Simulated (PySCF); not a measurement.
**One shape, several levels: CH2F2GeO (SMILES [F][Ge]1([F])[CH2][O]1)**

We compute a comparison of 5 runs (B3LYP/6-31G*, wB97X/pcseg-1, PBE0/def2-SVP, r2SCAN/aug-cc-pVDZ, MP2/6-31G*) of CH2F2GeO. The job is set up through a Python script.

The calculation is run with PySCF 2.14.0.

## 1. The system as given

The species is CH2F2GeO (7 atoms), meant as a singlet with charge 0. As SMILES, `[F][Ge]1([F])[CH2][O]1`. The shape is that of a PBE0-D4/def2-TZVP optimisation.

Bond lengths: F1–Ge2 1.707 Å, Ge2–F3 1.707 Å, Ge2–C4 1.871 Å, Ge2–O5 1.782 Å, C4–O5 1.472 Å, C4–H6 1.089 Å, C4–H7 1.089 Å. Some angles: F1–Ge2–F3 104.5°, F1–Ge2–C4 127.7°, F1–Ge2–O5 115.8°, F3–Ge2–C4 127.7°, F3–Ge2–O5 115.8°, C4–Ge2–O5 47.5°, Ge2–C4–O5 63.1°, Ge2–O5–C4 69.4°, Ge2–C4–H6 120.0°, Ge2–C4–H7 120.1°.

## 2. Energy and forces at B3LYP/6-31G(d) (spherical functions) (run 1)

input.py

```python
import pyscf.grad
from pyscf import gto, dft

mol = gto.M(
    atom='''
F     -0.658600    -2.224500     0.108200
Ge     0.201600    -0.763100     0.305800
F      1.623000    -1.214000     1.136900
C     -0.340500     0.959200    -0.183700
O      0.441700     0.200800    -1.173400
H     -1.374800     1.145000    -0.467700
H      0.168700     1.828700     0.228300
''',
    max_memory=1860,
    basis='6-31g*',
    verbose=4,
)

mf = dft.RKS(mol, xc='b3lyp')
mf.grids.level = 5
mf.conv_tol = 1e-10
mf.kernel()
if not mf.converged:
    mf = mf.newton().run(mf.mo_coeff, mf.mo_occ)

etot = mf.e_tot
print('Final energy', etot)
grad = mf.Gradients().kernel()
dip = mf.dip_moment()
pop, q = mf.mulliken_pop()
```

On the command line:

```
$ OMP_NUM_THREADS=1 python input.py
```

Standard output:

```text
PySCF version 2.14.0

[... 77 lines left out ...]
converged SCF energy = -2390.97460402658
Final energy -2390.974604026577
[... 14 lines left out ...]
Dipole moment(X, Y, Z, Debye): -1.46975,  1.94457,  1.35001
[... 100 lines left out ...]
charge of    6H =      0.18470
```

It took 52 s on 1 thread of Intel Xeon at 2.70GHz, shared host; peak memory 0.9 GiB.

## 3. Energy and forces at wB97X/pcseg-1 (run 2)

calc.py

```python
# [F][Ge]1([F])[CH2][O]1
import pyscf.grad
from pyscf import gto, dft

molecule = gto.Mole()
molecule.atom = '''
F   -0.658600  -2.224500   0.108200
Ge   0.201600  -0.763100   0.305800
F    1.623000  -1.214000   1.136900
C   -0.340500   0.959200  -0.183700
O    0.441700   0.200800  -1.173400
H   -1.374800   1.145000  -0.467700
H    0.168700   1.828700   0.228300
'''
molecule.basis = 'pcseg-1'
molecule.verbose = 4
molecule.max_memory = 1860
molecule.build()

calc0 = dft.RKS(molecule, xc='wb97x')
calc0.grids.level = 5
calc0.conv_tol = 1e-10
calc0.kernel()
if not calc0.converged:
    calc0 = calc0.newton().run(calc0.mo_coeff, calc0.mo_occ)

etot = calc0.e_tot
print('E = %.10f Eh' % etot)
grad = calc0.Gradients().kernel()
calc0.analyze()
```

On the command line:

```
$ OMP_NUM_THREADS=1 python calc.py
```

Standard output:

```text
PySCF version 2.14.0

[... 110 lines left out ...]
MO #8   energy= -19.2086582223125  occ= 2
[... 16 lines left out ...]
MO #25  energy= -0.606812676652526 occ= 2
[... 16 lines left out ...]
MO #42  energy= 0.41162107691928   occ= 0
[... 16 lines left out ...]
MO #59  energy= 1.20865214771714   occ= 0
[... 16 lines left out ...]
MO #76  energy= 2.38403353887415   occ= 0
[... 16 lines left out ...]
MO #93  energy= 3.29206023183894   occ= 0
[... 103 lines left out ...]
Dipole moment(X, Y, Z, Debye): -1.64757,  2.13570,  1.55669
```

Run time: 83 s. Hardware: 1 thread of Intel Xeon at 2.70GHz, shared host; peak memory 0.91 GiB.

Runs 3 to 4 aren't shown in full; the table further down has their settings and results.

## 4. Energy and forces at MP2/6-31G(d) (spherical functions) (run 5)

job.py

```python
from pyscf import gto, mp

system = gto.M(
    atom=[
    ('F', (-0.658600, -2.224500, 0.108200)),
    ('Ge', (0.201600, -0.763100, 0.305800)),
    ('F', (1.623000, -1.214000, 1.136900)),
    ('C', (-0.340500, 0.959200, -0.183700)),
    ('O', (0.441700, 0.200800, -1.173400)),
    ('H', (-1.374800, 1.145000, -0.467700)),
    ('H', (0.168700, 1.828700, 0.228300)),
],
    verbose=4,
    basis='6-31g*',
    max_memory=1860,
)

mf = system.RHF()
mf.conv_tol = 1e-10
mf.kernel()
if not mf.converged:
    mf = mf.newton().run(mf.mo_coeff, mf.mo_occ)

pt = mp.MP2(mf, frozen=13).run()
etot = pt.e_tot
print(f'total energy: {etot:.8f} hartree')
grad = pt.nuc_grad_method().kernel()
dip = mf.dip_moment()
pop, q = mf.mulliken_pop()
```

On the command line:

```
$ OMP_NUM_THREADS=1 python job.py
```

Standard output:

```text
PySCF version 2.14.0

[... 67 lines left out ...]
converged SCF energy = -2387.84562105768
[... 8 lines left out ...]
total energy: -2388.75199041 hartree
[... 10 lines left out ...]
Dipole moment(X, Y, Z, Debye): -1.75722,  2.12117,  1.81415
[... 100 lines left out ...]
charge of    6H =      0.21132
```

Run time: 47 s. Hardware: 1 thread of Intel Xeon at 2.70GHz, shared host; peak memory 0.91 GiB.

## 5. Overview of the runs

```csv
run,level,integration grid,frozen core orbitals,energy (Eh),dipole moment (D) of the reference,HOMO energy (eV),LUMO energy (eV),wall time
1,B3LYP/6-31G* (spherical functions),5,–,-2390.974604,2.79,-7.71,-2.03,52 s
2,wB97X/pcseg-1,5,–,-2390.894426,3.11,-10.62,0.16,83 s
3,PBE0/def2-SVP,5,–,-2390.148940,2.83,-8.10,-1.82,44 s
4,r2SCAN/aug-cc-pVDZ,5,–,-2391.101172,2.73,-7.19,-2.81,2.4 min
5,MP2/6-31G* (spherical functions),–,13,-2388.751990,3.30,-11.18,1.94,47 s
```

## 6. Summary of results

```
                                           quantity           value
                                run 5: total energy  -2388.75199 Eh
        run 5: dipole moment (Hartree–Fock density)          3.30 D
         run 5: HOMO energy (Hartree–Fock orbitals)       -11.18 eV
         run 5: LUMO energy (Hartree–Fock orbitals)         1.94 eV
       run 5: HOMO–LUMO gap (Hartree–Fock orbitals)        13.12 eV
run 5: correlation energy (13 core orbitals frozen)      -906.4 mEh
                    run 5: largest force on an atom      0.971 eV/Å
```

**Reading.** Over runs 1, 2, 3, 4 the dipole moment (its size) runs from 2.73 D (r2SCAN/aug-cc-pVDZ) to 3.11 D (wB97X/pcseg-1). The two ends differ in method and basis. Over runs 1, 2, 3, 4 the HOMO–LUMO gap runs from 4.38 eV (r2SCAN/aug-cc-pVDZ) to 10.78 eV (wB97X/pcseg-1). Totals of different functionals can't be ranked against each other. All runs together took 6.1 min, the longest 2.4 min.
